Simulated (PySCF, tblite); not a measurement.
# C7H7OS−: dynamics, then NMR shifts on frames

How do NMR shifts of C7H7OS− (`[O-]c1sccc1C1CC1`) change as the atoms move?

Programs: tblite 0.8.0 and PySCF 2.14.0, with density-fitted response routines of our own. Each step states its level of theory. These are calculated values for one molecule in the gas phase, unless marked as measured. Atoms are numbered from 0 throughout.

### Step 1. The starting structure

16 atoms, charge -1, multiplicity 1; geometry from: GFN2-xTB.

Bonds of the start (Å): O0–C1 1.23, C1–S2 1.86, S2–C3 1.74, C3–C4 1.35, C4–C5 1.41, C5–C6 1.48, C6–C7 1.51, C7–C8 1.50, C5–C1 1.39, C8–C6 1.50, C3–H9 1.07, C4–H10 1.08, C6–H11 1.09, C7–H12 1.08, C7–H13 1.08, C8–H14 1.08, C8–H15 1.08.

### Step 2. A short Langevin run with GFN2-xTB

The job: settings as JSON, then the geometry in Å.

```
{"job": {"kind": "md", "xc": "GFN2-xTB", "basis": "xTB", "temperature": 200, "steps": 2000, "every": 50, "frames": 5}, "charge": -1, "multiplicity": 1}
O      0.382643     1.828646     2.274634
C      0.918057     1.252576     1.329138
S      2.581383     1.800135     0.714525
C      2.588126     0.549155    -0.499718
C      1.462119    -0.199276    -0.456838
C      0.533266     0.179157     0.536550
C     -0.763288    -0.498960     0.787748
C     -2.052778     0.079231     0.263770
C     -1.504765    -1.188536    -0.317349
H      3.437854     0.458591    -1.150089
H      1.293679    -1.032388    -1.126182
H     -0.842480    -0.958364     1.772321
H     -1.994878     0.975105    -0.336000
H     -2.938211     0.025613     0.882779
H     -2.016087    -2.119068    -0.104667
H     -1.092242    -1.142673    -1.314551
```

Level: GFN2-xTB Langevin dynamics, gas phase.

Run with:

```
OMP_NUM_THREADS=1 python probes_run.py task.json out
```

One launch serves the whole session: the jobs run in the order shown.

The program printed:

```text
t/fs     T/K      E/eV
    0.0   162.6   -709.05926
   25.0   100.8   -708.90570
   50.0   132.7   -708.86191
   75.0   138.7   -708.86290
  100.0   124.6   -708.79748
  125.0   164.1   -708.82447
  150.0   177.2   -708.70824
  175.0   206.2   -708.70774
  200.0   206.6   -708.66696
  225.0   194.3   -708.67976
  250.0   228.7   -708.71964
  275.0   185.0   -708.73029
  300.0   211.3   -708.71780
  325.0   200.5   -708.82669
  350.0   214.8   -708.80161
  375.0   172.2   -708.74039
  400.0   189.5   -708.79971
  425.0   200.2   -708.87732
  450.0   212.4   -708.83847
  475.0   167.0   -708.82057
  500.0   215.3   -708.92923
  525.0   169.7   -708.82733
  550.0   201.0   -708.86099
  575.0   168.7   -708.90531
  600.0   204.8   -708.90933
  625.0   181.4   -708.79113
  650.0   165.5   -708.85924
  675.0   179.4   -708.85397
  700.0   189.4   -708.82074
  725.0   174.4   -708.82142
  750.0   187.9   -708.94566
  775.0   191.9   -708.85157
  800.0   200.7   -708.80220
  825.0   161.6   -708.73678
  850.0   234.0   -708.91777
  875.0   165.3   -708.81147
  900.0   193.5   -708.83472
  925.0   237.6   -708.82709
  950.0   278.7   -708.84872
  975.0   312.7   -708.92459
 1000.0   209.4   -708.87997
```

Wall time 11 s (1 thread of Arm Neoverse V2, shared host); peak memory 0.18 GiB.

Distance from the start (root mean square after alignment): 0 fs 0.00 Å, 200 fs 0.10 Å, 400 fs 0.62 Å, 600 fs 0.86 Å, 800 fs 0.77 Å, 1000 fs 0.52 Å.

Positions (Å) and forces (eV/Å) at 1000 fs:

```xyz
16

O     1.388    0.972    3.340    0.026    0.195   -0.566
C     1.153    0.994    2.125    0.109   -0.431    0.277
S     2.414    1.692    0.910   -0.669   -0.284    0.269
C     1.346    1.265   -0.405    0.148    0.361   -0.712
C     0.212    0.672    0.024   -1.040   -0.361   -0.637
C     0.071    0.463    1.391    1.437    0.764    1.485
C    -1.004   -0.113    2.225   -0.223    0.463   -0.459
C    -2.397    0.449    2.155   -0.890   -0.164    0.039
C    -2.097   -0.931    1.607    0.144    0.560    0.916
H     1.582    1.589   -1.427   -0.056   -0.282    0.683
H    -0.607    0.349   -0.620    0.332    0.151   -0.302
H    -0.671   -0.308    3.224    0.242   -0.383    0.314
H    -2.605    1.260    1.447    0.017   -0.420    0.344
H    -3.057    0.430    3.042    0.588    0.375   -0.425
H    -2.469   -1.784    2.173    0.000    0.133   -0.519
H    -2.039   -0.947    0.551   -0.165   -0.676   -0.707
```

### Step 3. NMR shieldings: 250 fs, PBE0/pcSseg-1

The job: settings as JSON, then the geometry in Å.

```
{"job": {"kind": "nmr", "xc": "PBE0", "basis": "pcSseg-1", "pop": false}, "charge": -1, "multiplicity": 1}
O      0.189700     2.221400     2.162100
C      0.637500     1.304300     1.498200
S      2.435500     1.461100     0.935900
C      2.231600     0.087200    -0.131200
C      1.001400    -0.473400     0.002500
C      0.091000     0.212800     0.835000
C     -1.286300    -0.286200     0.967200
C     -2.428500     0.062900     0.027800
C     -1.836300    -1.311400     0.045600
H      3.066800    -0.296800    -0.640000
H      0.762700    -1.387900    -0.505600
H     -1.573000    -0.423100     2.040000
H     -2.183000     0.738400    -0.789100
H     -3.323500     0.153200     0.528400
H     -2.352400    -2.160000     0.380500
H     -1.302500    -1.510300    -0.878500
```

Level: GIAO PBE0/pcSseg-1 NMR shielding, non-relativistic, gas phase.

The program printed:

```text
coarse grid: 14656 points
cycle   1  E = -743.5248993365  dE =  1.758e+00  |g| = 8.745e-01  |ddm| = 4.074e+00
cycle   2  E = -742.9637937269  dE =  5.611e-01  |g| = 1.831e+00  |ddm| = 4.174e+00
cycle   3  E = -743.6679692211  dE = -7.042e-01  |g| = 3.257e-01  |ddm| = 3.459e+00
cycle   4  E = -743.6930078041  dE = -2.504e-02  |g| = 1.130e-01  |ddm| = 5.529e-01
cycle   5  E = -743.6956005520  dE = -2.593e-03  |g| = 5.001e-02  |ddm| = 1.874e-01
cycle   6  E = -743.6962444009  dE = -6.438e-04  |g| = 1.116e-02  |ddm| = 8.189e-02
cycle   7  E = -743.6962741182  dE = -2.972e-05  |g| = 5.601e-03  |ddm| = 2.280e-02
cycle   8  E = -743.6962819925  dE = -7.874e-06  |g| = 1.189e-03  |ddm| = 8.062e-03
final grid: 139016 points
cycle   9  E = -743.7633714969  dE = -2.725e-05  |g| = 1.304e-02  |ddm| = 4.223e-02
cycle  10  E = -743.7632932087  dE =  7.829e-05  |g| = 2.315e-02  |ddm| = 4.248e-02
cycle  11  E = -743.7634062302  dE = -1.130e-04  |g| = 3.464e-03  |ddm| = 3.204e-02
cycle  12  E = -743.7634089332  dE = -2.703e-06  |g| = 3.659e-04  |ddm| = 4.575e-03
cycle  13  E = -743.7634089572  dE = -2.400e-08  |g| = 2.514e-04  |ddm| = 9.614e-04
cycle  14  E = -743.7634089741  dE = -1.690e-08  |g| = 5.907e-05  |ddm| = 3.584e-04
cycle  15  E = -743.7634089749  dE = -7.999e-10  |g| = 2.458e-05  |ddm| = 9.955e-05
converged SCF energy = -743.7634089749

GIAO shielding tensors (ppm)
atom      isotropic    diamagn.    paramagn.     s11        s22        s33       span
  0 O      -24.897     399.473    -424.370   -294.784    -48.755    268.849    563.633
  1 C       -2.004     244.169    -246.172    -63.518     18.581     38.925    102.443
  2 S      294.410    1056.359    -761.949     51.382    363.263    468.584    417.203
  3 C       92.079     255.347    -163.268      5.432    122.561    148.244    142.812
  4 C       53.731     248.724    -194.993    -39.029     66.662    133.558    172.587
  5 C       97.035     255.900    -158.865     62.550     80.829    147.724     85.174
  6 C      169.542     242.628     -73.086    133.178    160.787    214.662     81.485
  7 C      181.598     252.730     -71.132    151.057    177.035    216.702     65.645
  8 C      184.473     253.554     -69.081    156.002    180.111    217.304     61.302
  9 H       27.736      32.659      -4.922     24.606     27.145     31.458      6.852
 10 H       25.897      33.589      -7.691     22.589     23.954     31.150      8.560
 11 H       29.110      29.401      -0.291     21.347     28.086     37.898     16.551
 12 H       31.920      31.223       0.697     26.670     29.580     39.510     12.840
 13 H       33.077      32.516       0.561     27.249     28.381     43.602     16.354
 14 H       32.417      31.772       0.645     26.299     28.390     42.562     16.263
 15 H       31.311      32.988      -1.676     25.703     28.727     39.504     13.801
```

Wall time 23 s (1 thread of Arm Neoverse V2, shared host); peak memory 0.94 GiB.

Shifts follow as δ = σ(reference) − σ, with reference shieldings (ppm) from runs at the same level and on the same kind of geometry: 1H TMS 31.72, 13C TMS 186.9, 17O H2O 336.1, 33S CS2 504. The references are single molecules in the gas phase, so shifts against H2O, NH3, PH3, H3PO4 or CFCl3 are not on the usual liquid scales and can be off by tens of ppm. Each atom is listed at this fixed geometry, with no averaging over motion; a spectrum would average atoms that exchange fast.

```csv
atoms,environment,σ (ppm),δ (ppm)
C1,substituted aromatic carbon next to the ring sulfur,-2.0,188.9
C4,aromatic CH,53.7,133.2
C3,aromatic CH next to the ring sulfur,92.1,94.8
C5,substituted aromatic carbon,97.0,89.9
C6,three-membered-ring carbon,169.5,17.4
C7,three-membered-ring carbon,181.6,5.3
C8,three-membered-ring carbon,184.5,2.5
H10,hydrogen on an aromatic CH,25.90,5.82
H9,hydrogen on an aromatic CH next to the ring sulfur,27.74,3.98
H11,hydrogen on a three-membered-ring carbon,29.11,2.61
H15,hydrogen on a three-membered-ring carbon,31.31,0.41
H12,hydrogen on a three-membered-ring carbon,31.92,-0.20
H14,hydrogen on a three-membered-ring carbon,32.42,-0.70
H13,hydrogen on a three-membered-ring carbon,33.08,-1.36
O0,oxygen bonded to C,-24.9,361.0
S2,aromatic ring sulfur,294,209
```

Ring of atoms C1, S2, C3, C4, C5: NICS(0) -9.2, NICS(1) -6.8, NICS(1)zz -11.9 ppm (means of both faces).

Ring of atoms C6, C7, C8: NICS(0) -43.0, NICS(1) -8.3, NICS(1)zz -21.8 ppm (means of both faces).

In rings of three or four atoms NICS is ruled by the nearby σ bonds, so it says little on aromaticity.

### Step 4. Shielding tensors: 425 fs, PBE0/pcSseg-1

The job: settings as JSON, then the geometry in Å.

```
{"job": {"kind": "nmr", "xc": "PBE0", "basis": "pcSseg-1", "pop": false}, "charge": -1, "multiplicity": 1}
O     -0.041000     1.866300     2.720000
C      0.368900     1.247000     1.731700
S      2.063300     1.560100     1.098700
C      1.915900     0.231000     0.026800
C      0.712000    -0.356100     0.034000
C     -0.173800     0.236200     0.944000
C     -1.564700    -0.208900     1.280200
C     -2.597300    -0.354400     0.143700
C     -2.128300    -1.582400     0.903900
H      2.735000     0.015600    -0.630800
H      0.484500    -1.240700    -0.551000
H     -1.904800     0.249300     2.202100
H     -2.291200    -0.220700    -0.896800
H     -3.607000    -0.048800     0.262900
H     -2.800300    -1.968400     1.690900
H     -1.575600    -2.277500     0.249100
```

Level: GIAO PBE0/pcSseg-1 NMR shielding, non-relativistic, gas phase.

The program printed:

```text
coarse grid: 14656 points
cycle   1  E = -743.5264632485  dE =  1.678e+00  |g| = 8.775e-01  |ddm| = 4.046e+00
cycle   2  E = -742.9437515657  dE =  5.827e-01  |g| = 1.849e+00  |ddm| = 4.408e+00
cycle   3  E = -743.6723194048  dE = -7.286e-01  |g| = 3.276e-01  |ddm| = 3.697e+00
cycle   4  E = -743.6973121700  dE = -2.499e-02  |g| = 1.182e-01  |ddm| = 5.568e-01
cycle   5  E = -743.7002489313  dE = -2.937e-03  |g| = 4.832e-02  |ddm| = 1.897e-01
cycle   6  E = -743.7008558810  dE = -6.069e-04  |g| = 1.029e-02  |ddm| = 7.774e-02
cycle   7  E = -743.7008824905  dE = -2.661e-05  |g| = 4.183e-03  |ddm| = 1.964e-02
cycle   8  E = -743.7008864681  dE = -3.978e-06  |g| = 1.177e-03  |ddm| = 6.010e-03
final grid: 139016 points
cycle   9  E = -743.7686012293  dE = -2.457e-05  |g| = 1.207e-02  |ddm| = 4.533e-02
cycle  10  E = -743.7685298626  dE =  7.137e-05  |g| = 2.178e-02  |ddm| = 4.073e-02
cycle  11  E = -743.7686312441  dE = -1.014e-04  |g| = 3.173e-03  |ddm| = 3.065e-02
cycle  12  E = -743.7686335099  dE = -2.266e-06  |g| = 3.020e-04  |ddm| = 4.145e-03
cycle  13  E = -743.7686335261  dE = -1.621e-08  |g| = 2.148e-04  |ddm| = 8.188e-04
cycle  14  E = -743.7686335384  dE = -1.235e-08  |g| = 4.755e-05  |ddm| = 2.995e-04
cycle  15  E = -743.7686335390  dE = -5.157e-10  |g| = 1.991e-05  |ddm| = 8.170e-05
converged SCF energy = -743.7686335390

GIAO shielding tensors (ppm)
atom      isotropic    diamagn.    paramagn.     s11        s22        s33       span
  0 O       13.547     399.544    -385.997   -229.289    -24.194    294.126    523.415
  1 C        1.404     245.761    -244.357    -56.865     25.116     35.961     92.826
  2 S      345.979    1056.464    -710.486    124.646    448.410    464.880    340.234
  3 C       98.545     256.576    -158.031     18.548    127.660    149.428    130.879
  4 C       68.608     248.310    -179.702    -21.465     72.802    154.488    175.954
  5 C       91.417     254.292    -162.875     50.245     83.712    140.294     90.049
  6 C      168.385     243.875     -75.490    128.149    162.118    214.889     86.740
  7 C      174.948     249.163     -74.216    138.907    172.887    213.048     74.141
  8 C      176.830     253.415     -76.585    154.482    165.421    210.587     56.106
  9 H       27.684      32.334      -4.649     23.747     26.833     32.473      8.726
 10 H       26.125      32.736      -6.610     23.221     25.337     29.819      6.598
 11 H       29.254      31.846      -2.592     21.971     28.722     37.069     15.098
 12 H       31.941      31.047       0.894     26.221     30.611     38.990     12.769
 13 H       32.024      30.939       1.084     26.208     28.145     41.718     15.511
 14 H       30.801      29.413       1.388     24.067     27.530     40.805     16.738
 15 H       30.505      30.959      -0.455     24.890     28.678     37.946     13.056
```

Wall time 22 s (1 thread of Arm Neoverse V2, shared host); peak memory 0.89 GiB.

This run: δ C1 185.5, C4 118.3, C5 95.5, C3 88.4, H10 5.59, H9 4.03 ppm.

(Part 1 of 2 ends here.)
